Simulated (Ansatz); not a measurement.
**BGePH+ (singlet): wave-function methods side by side, cc-pVDZ**

The task here is to estimate one member of a computed series from the others.

The runs use Ansatz 0.2.0, Gaussian basis; cc-pVDZ, core rule «outside noble gas», up to 20 orbitals frozen.

To be run: UHF; CCSD(T) on RHF; CCSD(T) on UHF; BCCD(T) on RHF; CISD; CCSDT(Q) on RHF; CCSDT(Q) on UHF; CASSCF and MRCISD+Q, 8 electrons in 8 orbitals; CASSCF and NEVPT2, 8 electrons in 8 orbitals.

28 further runs of the same task are left out: 11 that didn't finish, 17 set aside as unsound or not needed. Runs told in other sessions of the task aren't counted.

**The geometry**

The geometry is a PBE0/def2-TZVP stationary point (not a proven minimum) of the parent state, kept for this charge and spin. No spin-orbit coupling is included. The filled d shell of Ge may be among the frozen orbitals whatever the setting's name suggests.

4 atoms, charge 1, spin multiplicity 1.

Atoms are counted from 1 here; the program's logs count them from 0.

Bond lengths: B1–Ge2 1.915 Å, B1–H4 1.182 Å, Ge2–P3 2.037 Å. Angles: Ge2–B1–H4 148.7°, B1–Ge2–P3 165.4°.

As a file:

```xyz
4
BGeHP
B     0.0000   -0.2440    1.1731
Ge    0.0000    0.1059   -0.7096
P     0.0000   -0.0382   -2.7419
H     0.0000    0.1763    2.2783
```

The first run:

in.yaml reads:

```yaml
crystal:
  periodic: [false, false, false]
  atoms:
    - {symbol: B, position_ang: [0.000018, -0.243966, 1.173147]}
    - {symbol: Ge, position_ang: [0.000018, 0.105928, -0.709609]}
    - {symbol: P, position_ang: [0.000010, -0.038223, -2.741853]}
    - {symbol: H, position_ang: [-0.000047, 0.176261, 2.278315]}
basis:
  gaussian: {orbitals: cc-pVDZ}
total_charge: 1
magnetization: {spin_polarized: true, initial_magnetization: 0}
hamiltonian: {xc: hf}
output: {orbitals: {seedname: orbitals}}
```

The run is started by

```sh
$ ansatz run in.yaml --threads 1 --pin off --events-out ev --progress --plain --max-ram 2393MiB
```

Among the steps run: UHF; CCSD(T) on RHF; CCSD(T) on UHF; BCCD(T) on RHF; CISD; CCSDT(Q) on RHF; CCSDT(Q) on UHF; CASSCF and MRCISD+Q, 8 electrons in 8 orbitals; CASSCF and NEVPT2, 8 electrons in 8 orbitals.

One of the session's tables, all rows but one given; the rest of the session is left out.

| method | from RCCSDT(Q) (kJ/mol) |
| --- | --- |
| RHF | +877.8 |
| UHF | +737.4 |
| RMP2 | +168.9 |
| UMP2 | +223.9 |
| RCCSD | +89.3 |
| UCCSD | +82.7 |
| RCCSD(T) | +18.6 |
| UCCSD(T) | +41.5 |
| BCCD(T) | +19.2 |
| RCCSDT | +17.4 |
| UCCSDT | +19.3 |
| RCCSDT(Q) | 0 |
| UCCSDT(Q) | ? |
| CASSCF frontier | +566.9 |
| NEVPT2 frontier | +134.9 |
| MRCISD frontier | +71.8 |
| MRCISD+Q frontier | +14.5 |

Estimate the missing values for UCCSDT(Q).

The run gave: from RCCSDT(Q) (kJ/mol): +6.3. In the column «from RCCSDT(Q) (kJ/mol)» it lies between RCCSDT(Q) (0) and MRCISD+Q frontier (+14.5).

Not comparable, so not listed: CISD (they don't share determinant, frozen orbitals or solution with the rows shown, or repeat one).

To keep in mind: The determinant of HF (⟨S²⟩ 1.55) is far from a pure spin state, so its energy mixes those of several spin states; that is harmless only where they are near-degenerate. The determinant of CCSD(T) (⟨S²⟩ 1.55) is far from a pure spin state, so its energy mixes those of several spin states; high orders of coupled cluster remove much of that, low ones don't. The determinant of CCSDT(Q) (⟨S²⟩ 1.55) is far from a pure spin state, so its energy mixes those of several spin states; high orders of coupled cluster remove much of that, low ones don't. The program flags UCCSD(T), BCCD(T) as in doubt, so read those rows with care; the flags are large difference. Warnings: restricted reference is unstable; spin contamination; large T1 diagnostic. Restricted and unrestricted rows rest on different reference determinants; a gap between their highest levels can come from leftover correlation error, from unlike frozen cores or from another state.
